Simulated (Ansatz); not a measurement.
**CH7GeNSi: a ladder of functionals and wavefunction methods**

One table from this session's results is given with a row withheld; the runs are named, their logs left out.

The runs use Ansatz 0.2.0, Gaussian basis; functionals in def2-TZVPP, the program's frozen cores in correlated methods.

Plan: PBE-D4, r2SCAN-D4, PBE0-D4, B3LYP-D4, ωB97X-V, ωB97M-V, B2PLYP; CCSD(T)/def2-TZVPP; MP2/def2-QZVPP; extrapolation to the limit.

## Structure used throughout

The geometry comes from an earlier relaxation with PBE0-D4 in a triple-zeta def2 set; it is a stationary point, not always the lowest conformer.

SMILES `[SiH3][GeH]1[CH2][NH]1`, 11 atoms, charge 0, spin multiplicity 1.

Atoms are counted from 1 here; the program's logs count them from 0.

Bond lengths: Si1–Ge2 2.352 Å, Si1–H5 1.486 Å, Si1–H6 1.487 Å, Si1–H7 1.486 Å, Ge2–C3 1.933 Å, Ge2–N4 1.899 Å, Ge2–H8 1.529 Å, C3–N4 1.462 Å, C3–H9 1.087 Å, C3–H10 1.088 Å, N4–H11 1.014 Å. Angles: Ge2–Si1–H5 111.2°, Ge2–Si1–H6 106.4°, Ge2–Si1–H7 111.7°, H5–Si1–H6 109.5°, H5–Si1–H7 108.6°, H6–Si1–H7 109.3°, Si1–Ge2–C3 117.0°, Si1–Ge2–N4 114.7°, Si1–Ge2–H8 123.0°, C3–Ge2–N4 44.8°, C3–Ge2–H8 119.3°, N4–Ge2–H8 110.6°, Ge2–C3–N4 66.4°, Ge2–C3–H9 118.1°, Ge2–C3–H10 117.7°, N4–C3–H9 114.3°, N4–C3–H10 119.0°, H9–C3–H10 113.6° and more.

The first run:

in.yaml

```yaml
crystal:
  periodic: [false, false, false]
  atoms:
    - {symbol: Si, position_ang: [-1.330947, 1.361287, -0.292587]}
    - {symbol: Ge, position_ang: [0.449949, -0.091482, -0.793968]}
    - {symbol: C, position_ang: [1.407883, -0.853896, 0.701244]}
    - {symbol: N, position_ang: [0.404204, -1.750226, 0.129846]}
    - {symbol: H, position_ang: [-0.961097, 2.776268, -0.555845]}
    - {symbol: H, position_ang: [-1.622562, 1.185448, 1.154858]}
    - {symbol: H, position_ang: [-2.546268, 1.032948, -1.082565]}
    - {symbol: H, position_ang: [0.999219, -0.277974, -2.208274]}
    - {symbol: H, position_ang: [2.434094, -1.173422, 0.542202]}
    - {symbol: H, position_ang: [1.232567, -0.426226, 1.686418]}
    - {symbol: H, position_ang: [-0.401641, -1.839723, 0.739274]}
basis:
  gaussian: {orbitals: def2-TZVPP}
hamiltonian: {xc: pbe, dispersion: d4}
output: {forces: true, orbitals: {seedname: orbitals}}
```

Launch:

```sh
> ansatz run in.yaml --threads 4 --pin off --events-out ev --progress --plain --max-ram 10444MiB
```

Among the steps run: PBE-D4 (GGA); r2SCAN-D4 (meta-GGA); PBE0-D4 (hybrid); B3LYP-D4 (hybrid); ωB97X-V (range-separated); ωB97M-V (range-separated); B2PLYP (double hybrid); CCSD(T) in def2-TZVPP; MP2 in def2-QZVPP.

One of the session's tables, all rows but one given; the rest of the session is left out.

It belongs to the step «Atomisation energies». 

```
            method  atomisation energy (eV)
            PBE-D4                   36.178
         r2SCAN-D4                   35.765
           PBE0-D4                   35.612
          B3LYP-D4                   35.683
           ωB97X-V                   35.984
           ωB97M-V                        ?
            B2PLYP                   35.249
     HF/def2-TZVPP                   24.802
    MP2/def2-TZVPP                   34.974
   CCSD/def2-TZVPP                   34.295
CCSD(T)/def2-TZVPP                   34.877
           MP2/CBS                   35.963
       CCSD(T)/CBS                   35.866
```

Q: Estimate the row for ωB97M-V from the others.

As computed: atomisation energy (eV): 35.679. In the column «atomisation energy (eV)» it lies between PBE0-D4 (35.612) and B3LYP-D4 (35.683).
